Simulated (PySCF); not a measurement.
# C5H6AlBr: the cost of one run

Computed with PySCF 2.14.0 and routines of our own; the level stands in each step. Atoms count from 0.

### 1 The system as given

13 atoms, charge 0, multiplicity 1; geometry from: GFN2-xTB.

### 2 Excited states: TDA wB97X-D/aug-cc-pVDZ

The job: settings as JSON, then the geometry in Å.

```
{"job": {"kind": "states", "xc": "wB97X-D", "basis": "aug-cc-pVDZ", "tda": true, "soc": true, "nstates": 5, "ntriplets": 4, "nquad": 4}, "charge": 0, "multiplicity": 1}
C     -2.142747    -1.622608     1.724546
C     -1.799741    -0.745926     0.962787
Al    -1.334221     0.704772    -0.235423
Br    -2.973654     2.154950    -0.802100
C      0.498130     0.907194    -0.930499
C      1.245319    -0.388375    -1.202038
C      1.603129     0.416853    -0.009456
H     -2.428354    -2.392912     2.386419
H      0.800863     1.732024    -1.581112
H      0.727605    -1.325762    -1.037187
H      1.932474    -0.416261    -2.035463
H      1.325437     0.023841     0.961229
H      2.541371     0.952697    -0.005347
```

Level: TDA wB97X-D/aug-cc-pVDZ excited states, vertical, gas phase, spin-orbit mean-field couplings.

On the command line:

```bash
OMP_NUM_THREADS=1 python excited_run.py task.json out
```

This one command runs all jobs of the session in turn.

Q: Estimate the wall time and peak memory of this first job on 1 thread of Arm Neoverse V1, shared host.

About 64 s, with a peak of 1.1 GiB.
